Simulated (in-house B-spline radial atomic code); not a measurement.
# Ta⁵²⁺: ionisation energy by several methods

Aim: the ionisation energy of Ta⁵²⁺ by several methods, each as the difference of two self-consistent energies (Ta⁵²⁺ and the next ion, [Ar] 3d2).

Program: in-house B-spline radial atomic code version 1. Level of theory: scalar-relativistic (X2C), several functionals, spin-polarised; spherical all-electron atom at the radial basis limit. These are calculated values, not measurements, unless marked.

### 1 What is computed

```
element       : tantalum (Z = 73)
charge        : +52
electrons     : 21
configuration : [Ar] 3d3
nucleus       : Fermi, rms radius 5.351 fm
```

The outer shells:

[Ar] 3d3
```
[Ar] core
3d [↑ ][↑ ][↑ ][  ][  ]
```

Where spins are not typed, each open shell is filled with up spins first.

### 2 PBEsol, a GGA

Input settings:

```ini
Z = 73
electrons = 21.0
configuration = [Ar] 3d3
hamiltonian = x2c
method = pbesol
spin_polarised = True
nucleus = fermi
rms_radius = 5.3507
mass_number = 181
atomic_mass = 180.947998528
speed_of_light = 137.035999084
```

### 3 RPBE, a GGA

The settings differ from step 2 so:

```diff
@@ -4,3 +4,3 @@
 hamiltonian = x2c
-method = pbesol
+method = rpbe,pbe
 spin_polarised = True
```

### 4 TPSS, a meta-GGA

The settings differ from step 3 so:

```diff
@@ -4,3 +4,3 @@
 hamiltonian = x2c
-method = rpbe,pbe
+method = tpss,tpss
 spin_polarised = True
```

### 5 AM05, a GGA

The settings differ from step 4 so:

```diff
@@ -4,3 +4,3 @@
 hamiltonian = x2c
-method = tpss,tpss
+method = am05
 spin_polarised = True
```

### 6 r2SCAN, a meta-GGA

The settings differ from step 5 so:

```diff
@@ -4,3 +4,3 @@
 hamiltonian = x2c
-method = am05
+method = r2scan
 spin_polarised = True
```

### 7 exchange-only LDA

The settings differ from step 6 so:

```diff
@@ -4,3 +4,3 @@
 hamiltonian = x2c
-method = r2scan
+method = lda,
 spin_polarised = True
```

**Question.** The tabulated ionisation energy is 4877 ± 4 eV (tabulated theoretical; NIST Atomic Spectra Database). What does each method give, and which comes nearest?

The runs gave:

| method | rung | total energy (hartree) | ΔSCF (eV) | −ε highest (eV) | ΔSCF less tabulated (eV) |
| --- | --- | --- | --- | --- | --- |
| exchange-only LDA | LDA | -13084.9030 | 4846.60 | 4779.84 (3d up) | -30.40 |
| PBEsol | GGA | -13093.5007 | 4849.57 | 4782.85 (3d up) | -27.43 |
| RPBE | GGA | -13099.0315 | 4850.09 | 4783.43 (3d up) | -26.91 |
| AM05 | GGA | -13088.9224 | 4849.51 | 4782.77 (3d up) | -27.49 |
| TPSS | meta-GGA | -13098.5284 | 4849.03 | 4782.52 (3d up) | -27.97 |
| r2SCAN | meta-GGA | -13098.2259 | 4852.01 | 4786.47 (3d up) | -24.99 |

Tables give 4877 ± 4 eV (tabulated theoretical; NIST Atomic Spectra Database) for the ionisation energy. r2SCAN misses by -24.99 eV, the least, and exchange-only LDA by -30.40 eV (0.62 %), the most. All methods miss on the same side by much the same amount, which points to something that they share. Relativistic terms that these runs lack can be as large as the gaps between close methods, so the nearest may be so by luck. Spin-orbit coupling is left out. Open shells are averaged (over orientations, and over spins where the run is restricted), while tables refer to the lowest levels.

Members of this set that are not shown: 1 used exact exchange with fractional occupations of an open shell, which is unsound here.
